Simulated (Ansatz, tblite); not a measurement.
**[Ni(H2O)4]2+ (NiH8O4 (+2)): one state, many levels**

An exercise on one series of results from a longer session: the logs are not shown, and one member is left open.

Computed with Ansatz 0.2.0, Gaussian basis. Level: as each input shows.

Levels to be run: GFN1-xTB, GFN2-xTB, PBE-D4/def2-TZVP, r2SCAN-D4/def2-TZVP, HF/def2-TZVP, LDA/def2-TZVP, HSE06-D4/def2-TZVP, B3LYP-D4/def2-TZVP, r2SCAN0-D4/def2-TZVP, PBE+10HF/def2-SVP, PBE+15HF/def2-SVP, PBE+40HF/def2-SVP, PBE-D4/def2-SVP, PBE0-D4/def2-SVP, HF/STO-3G, CCSD(T)/def2-SVP, MP2/def2-TZVP, RPA/def2-TZVP.

### The geometry

The triplet was relaxed beforehand with PBE-D4/def2-SVP.

13 atoms, charge 2, spin multiplicity 3.

Bond lengths: Ni1–O2 1.959 Å, Ni1–O5 1.979 Å, Ni1–O8 2.002 Å, Ni1–O11 1.983 Å, O2–H3 0.983 Å, O2–H4 0.983 Å, O5–H6 0.982 Å, O5–H7 0.983 Å, O8–H9 0.982 Å, O8–H10 0.983 Å, O11–H12 0.982 Å, O11–H13 0.983 Å. Angles: O2–Ni1–O5 103.7°, O2–Ni1–O8 116.3°, O2–Ni1–O11 102.4°, O5–Ni1–O8 92.1°, O5–Ni1–O11 143.7°, O8–Ni1–O11 98.5°, Ni1–O2–H3 125.3°, Ni1–O2–H4 125.6°, H3–O2–H4 106.9°, Ni1–O5–H6 123.9°, Ni1–O5–H7 128.4°, H6–O5–H7 107.1°, Ni1–O8–H9 125.1°, Ni1–O8–H10 124.4°, H9–O8–H10 106.7°, Ni1–O11–H12 127.0°, Ni1–O11–H13 126.0°, H12–O11–H13 106.6°.

Geometry (Å):

```
Ni    0.1544   -0.2294   -0.0994
O     0.4496   -0.2920    1.8359
H     1.0860    0.2695    2.3328
H    -0.1668   -0.6795    2.4967
O     1.8363    0.5365   -0.8060
H     1.9159    1.4482   -1.1632
H     2.7459    0.1690   -0.7479
O    -0.9206    1.3145   -0.7840
H    -1.4172    1.9500   -0.2235
H    -1.3175    1.3591   -1.6821
O    -1.1866   -1.6641   -0.3721
H    -2.1524   -1.5522   -0.5094
H    -1.0271   -2.6296   -0.2778
```

Formally the metal is d8. No spin-orbit coupling is included. The ion is computed in the gas phase, without counter-ions or solvent.

PBE0-D4/def2-TZVP was run before; its log isn't repeated, and its numbers join the tables.

Set-up of the first run:

Tight binding, by tblite at 300 K electronic temperature and without a spin-polarisation term:

```python
tblite.interface.Calculator('GFN1-xTB', numbers, positions, charge=2, uhf=2).singlepoint()
```

Tight binding, by tblite at 300 K electronic temperature and without a spin-polarisation term:

```python
tblite.interface.Calculator('GFN2-xTB', numbers, positions, charge=2, uhf=2).singlepoint()
```

start.molden holds the orbitals of an earlier run on this state, given as this run's starting guess.

The input, in.yaml:

```yaml
crystal:
  periodic: [false, false, false]
  atoms:
    - {symbol: Ni, position_ang: [0.154374, -0.229355, -0.099394]}
    - {symbol: O, position_ang: [0.449638, -0.291975, 1.835910]}
    - {symbol: H, position_ang: [1.085989, 0.269450, 2.332765]}
    - {symbol: H, position_ang: [-0.166755, -0.679540, 2.496720]}
    - {symbol: O, position_ang: [1.836280, 0.536461, -0.806027]}
    - {symbol: H, position_ang: [1.915913, 1.448154, -1.163178]}
    - {symbol: H, position_ang: [2.745920, 0.168994, -0.747876]}
    - {symbol: O, position_ang: [-0.920565, 1.314539, -0.784047]}
    - {symbol: H, position_ang: [-1.417188, 1.949978, -0.223466]}
    - {symbol: H, position_ang: [-1.317537, 1.359126, -1.682098]}
    - {symbol: O, position_ang: [-1.186627, -1.664066, -0.372099]}
    - {symbol: H, position_ang: [-2.152376, -1.552175, -0.509381]}
    - {symbol: H, position_ang: [-1.027065, -2.629592, -0.277828]}
basis:
  gaussian: {orbitals: def2-TZVP, initial_orbitals: start.molden}
total_charge: 2
magnetization: {spin_polarized: true, initial_magnetization: 2}
hamiltonian: {xc: pbe, dispersion: d4}
scf: {omitted_lower_state_checks: [starts]}
output: {orbitals: {seedname: orbitals}}
```

The run is started by

```bash
$ ansatz run in.yaml --threads 4 --pin off --events-out ev --progress --plain --max-ram 8704MiB
```

Steps of the session up to this table: PBE-D4/def2-TZVP; r2SCAN-D4/def2-TZVP; HF/def2-TZVP; LDA/def2-TZVP; HSE06-D4/def2-TZVP; B3LYP-D4/def2-TZVP; r2SCAN0-D4/def2-TZVP; PBE+10HF/def2-SVP; PBE+15HF/def2-SVP; PBE+40HF/def2-SVP; PBE-D4/def2-SVP; PBE0-D4/def2-SVP; HF/STO-3G; CCSD(T)/def2-SVP; MP2/def2-TZVP; RPA/def2-TZVP.

One of the session's tables, all rows but one given; the rest of the session is left out.

| level | HOMO (eV) | LUMO (eV) | gap (eV) |
| --- | --- | --- | --- |
| HF/STO-3G | -12.33 | -3.69 | 8.64 |
| HF/def2-TZVP | -24.32 | -6.68 | 17.64 |
| LDA/def2-TZVP | -16.18 | -15.78 | 0.40 |
| PBE-D4/def2-SVP | -15.94 | -14.91 | 1.03 |
| PBE-D4/def2-TZVP | -16.28 | -15.26 | 1.02 |
| r2SCAN-D4/def2-TZVP | -17.01 | -14.44 | 2.56 |
| B3LYP-D4/def2-TZVP | -18.60 | -13.55 | 5.05 |
| PBE0-D4/def2-SVP | ? | ? | ? |
| PBE0-D4/def2-TZVP | -18.99 | -12.84 | 6.15 |
| r2SCAN0-D4/def2-TZVP | -19.38 | -12.05 | 7.33 |
| HSE06-D4/def2-TZVP | -18.57 | -13.24 | 5.33 |
| PBE+10HF/def2-SVP | -17.19 | -14.10 | 3.09 |
| PBE+15HF/def2-SVP | -17.77 | -13.64 | 4.13 |
| PBE+40HF/def2-SVP | -20.27 | -10.99 | 9.28 |

Estimate the missing values for PBE0-D4/def2-SVP.

**Answer.** HOMO (eV): -18.83; LUMO (eV): -12.63; gap (eV): 6.21. In the column «HOMO (eV)» it lies between PBE0-D4/def2-TZVP (-18.99) and B3LYP-D4/def2-TZVP (-18.60).
